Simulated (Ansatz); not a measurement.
# BGaH₆Si: a ladder of functionals and wavefunction methods

An exercise on one series of results from a longer session: the logs are not shown, and one member is left open.

Method: functionals in def2-TZVPP, the program's frozen cores in correlated methods; program: Ansatz 0.2.0, Gaussian basis.

Levels to be run: LDA (SPW92), PBE-D4, revPBE-D4, BLYP-D4, r2SCAN-D4, B97M-V, PBE0-D4, B3LYP-D4, r2SCANh-D4, r2SCAN0-D4, HSE06-D4, BHLYP-D4, CAM-B3LYP-D4, LC-ωPBE, ωB97X-V, ωB97M-V, B2PLYP, PBE-QIDH; CCSD(T)/def2-SVP; CCSD(T)/def2-TZVPP; MP2/def2-QZVPP; extrapolation to the limit; RPA on PBE.

## The geometry

All runs share one geometry, relaxed beforehand with PBE0-D4 in a triple-zeta def2 set.

SMILES `[SiH3][BH][GaH2]`, 9 atoms, charge 0, spin multiplicity 1.

Atoms are counted from 1 here; the program's logs count them from 0.

Bond lengths: Si1–B2 2.007 Å, Si1–H4 1.489 Å, Si1–H5 1.490 Å, Si1–H6 1.495 Å, B2–Ga3 2.057 Å, B2–H7 1.200 Å, Ga3–H8 1.575 Å, Ga3–H9 1.574 Å. Angles: B2–Si1–H4 114.7°, B2–Si1–H5 113.1°, B2–Si1–H6 104.9°, H4–Si1–H5 108.1°, H4–Si1–H6 107.5°, H5–Si1–H6 108.1°, Si1–B2–Ga3 124.5°, Si1–B2–H7 115.3°, Ga3–B2–H7 120.1°, B2–Ga3–H8 121.3°, B2–Ga3–H9 122.4°, H8–Ga3–H9 116.2°.

The first run:

Contents of in.yaml:

```yaml
crystal:
  periodic: [false, false, false]
  atoms:
    - {symbol: Si, position_ang: [-0.705340, 1.019243, -1.010132]}
    - {symbol: B, position_ang: [0.784074, 0.022783, -0.105306]}
    - {symbol: Ga, position_ang: [0.514507, -1.407457, 1.348081]}
    - {symbol: H, position_ang: [-2.052139, 0.403535, -0.853669]}
    - {symbol: H, position_ang: [-0.461999, 1.239432, -2.463413]}
    - {symbol: H, position_ang: [-0.740381, 2.354231, -0.337723]}
    - {symbol: H, position_ang: [1.891969, 0.348079, -0.432482]}
    - {symbol: H, position_ang: [0.405120, -2.935828, 0.982271]}
    - {symbol: H, position_ang: [0.364188, -1.044019, 2.872372]}
basis:
  gaussian: {orbitals: def2-TZVPP}
hamiltonian: {xc: lda}
output: {orbitals: {seedname: orbitals}}
```

Run with:

```console
> ansatz run in.yaml --threads 2 --pin off --events-out ev --progress --plain --max-ram 4352MiB
```

Among the steps run: LDA; PBE-D4 (GGA); revPBE-D4 (GGA); BLYP-D4 (GGA); r2SCAN-D4 (meta-GGA); B97M-V (meta-GGA); PBE0-D4 (hybrid); B3LYP-D4 (hybrid); r2SCANh-D4 (hybrid); r2SCAN0-D4 (hybrid); HSE06-D4 (hybrid); BHLYP-D4 (hybrid); CAM-B3LYP-D4 (range-separated); LC-ωPBE (range-separated); ωB97X-V (range-separated); ωB97M-V (range-separated); B2PLYP (double hybrid); PBE-QIDH (double hybrid).

One of the session's tables, all rows but one given; the rest of the session is left out.

| functional | HOMO (eV) | LUMO (eV) | gap (eV) |
| --- | --- | --- | --- |
| LDA (SPW92) | -6.42 | -3.83 | 2.58 |
| PBE-D4 | -6.32 | -3.62 | 2.70 |
| revPBE-D4 | -6.27 | -3.52 | 2.75 |
| BLYP-D4 | -6.19 | -3.42 | 2.77 |
| r2SCAN-D4 | -6.56 | -3.35 | 3.20 |
| B97M-V | -6.67 | -3.47 | 3.21 |
| PBE0-D4 | ? | ? | ? |
| B3LYP-D4 | -7.23 | -2.85 | 4.38 |
| r2SCANh-D4 | -6.96 | -3.03 | 3.93 |
| r2SCAN0-D4 | -7.57 | -2.54 | 5.03 |
| HSE06-D4 | -7.02 | -3.07 | 3.95 |
| BHLYP-D4 | -8.42 | -1.61 | 6.82 |
| CAM-B3LYP-D4 | -8.71 | -1.52 | 7.19 |
| LC-ωPBE | -10.04 | -0.39 | 9.65 |
| ωB97X-V | -9.69 | -0.49 | 9.19 |
| ωB97M-V | -9.50 | -0.72 | 8.78 |

Estimate the missing values for PBE0-D4.

As computed: HOMO (eV): -7.42; LUMO (eV): -2.68; gap (eV): 4.73. In the column «HOMO (eV)» it lies between r2SCAN0-D4 (-7.57) and B3LYP-D4 (-7.23).
